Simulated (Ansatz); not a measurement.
# CoPdO2: the cost of one run

Method: DFT PBE+U (U_eff = 3.3 eV on Co 3d), scalar-relativistic, plane waves, PAW, in Ansatz 0.2.0.

These runs use a low cutoff (300 eV) and a coarse mesh on purpose, to show what cheap settings give: their numbers aren't properties of the material.

### 1 The starting structure

Symmetry: R-3m, No. 166, trigonal system. Conventional cell: a = 2.858 Å, b = 2.858 Å, c = 17.768 Å, α = 90.00°, β = 90.00°, γ = 120.00°. Around Co (site symmetry -3m) lie 6 O at 1.91 Å. Pd (site symmetry -3m) has 2 O at 2.00 Å as nearest neighbours. O (site symmetry 3m) has 3 Co at 1.91 Å and 1 Pd at 2.00 Å as nearest neighbours.

As a file:

```cif
data_structure
_symmetry_space_group_name_H-M 'P 1'
_symmetry_Int_Tables_number 1
_cell_length_a 6.1482
_cell_length_b 6.1482
_cell_length_c 6.1482
_cell_angle_alpha 26.875
_cell_angle_beta 26.875
_cell_angle_gamma 26.875
_cell_volume 41.88
loop_
_atom_site_label
_atom_site_type_symbol
_atom_site_fract_x
_atom_site_fract_y
_atom_site_fract_z
_atom_site_occupancy
Co1 Co 0.50000 0.50000 0.50000 1
Pd1 Pd 0.00000 0.00000 0.00000 1
O1 O 0.88752 0.88752 0.88752 1
O2 O 0.11248 0.11248 0.11248 1
```

This cell comes from an earlier session at PBE+U (U_eff = 3.3 eV on Co 3d): 10.471 Å³/atom at 0.02 GPa, on a 8×8×8 mesh.

Volume factors to run: 0.980, 1.020, 0.960, 1.040.

### 2 Volume × 0.980

input.yaml

```yaml
crystal:
  lattice:
    - [1.4191696748, 0.8193579938, 5.8829718353]
    - [-1.4191696748, 0.8193579938, 5.8829718353]
    - [0.0, -1.6387159876, 5.8829718353]
  atoms:
    - { symbol: Co, position: [0.5, 0.5, 0.5], spin: 0.05 }
    - { symbol: Pd, position: [0.0, 0.0, 0.0], spin: 0.05 }
    - { symbol: O, position: [0.8875207375, 0.8875207375, 0.8875207375] }
    - { symbol: O, position: [0.1124792625, 0.1124792625, 0.1124792625] }
basis:
  ecutwfc: 300
  ecutrho_ratio: 4
kpoints:
  mp_grid: { grid: [8, 8, 8] }
hamiltonian:
  xc: pbe
  hubbard:
    sites:
      - { species: Co, l: d, u_eff: 3.3, starting_ns: start.occupation_matrices }
    ns_hold: { iters: 6 }
scf:
  occupations: { method: gaussian, width: 0.05 }
  lower_state_search: "off"
output:
  forces: true
  stress: true
  eigenvalues: true
  populations: true
magnetization:
  spin_polarized: true
relax:
  f_tol: 0.01
  max_steps: 40
  cell: { stress_tol: 0.1, fix: [volume] }
```

start.occupation_matrices holds the open shells' occupation matrices from the neighbouring geometry.

Started as:

```sh
$ ansatz run input.yaml --threads 1 --pin off --max-ram 2560MiB --backend cpu --events-out ev --progress --plain --runs-dir out
```

**Question.** How long does this run take on 1 thread of Arm Neoverse V1, shared host, and how much memory does it need?

About 2 min, with a peak of 0.41 GiB.
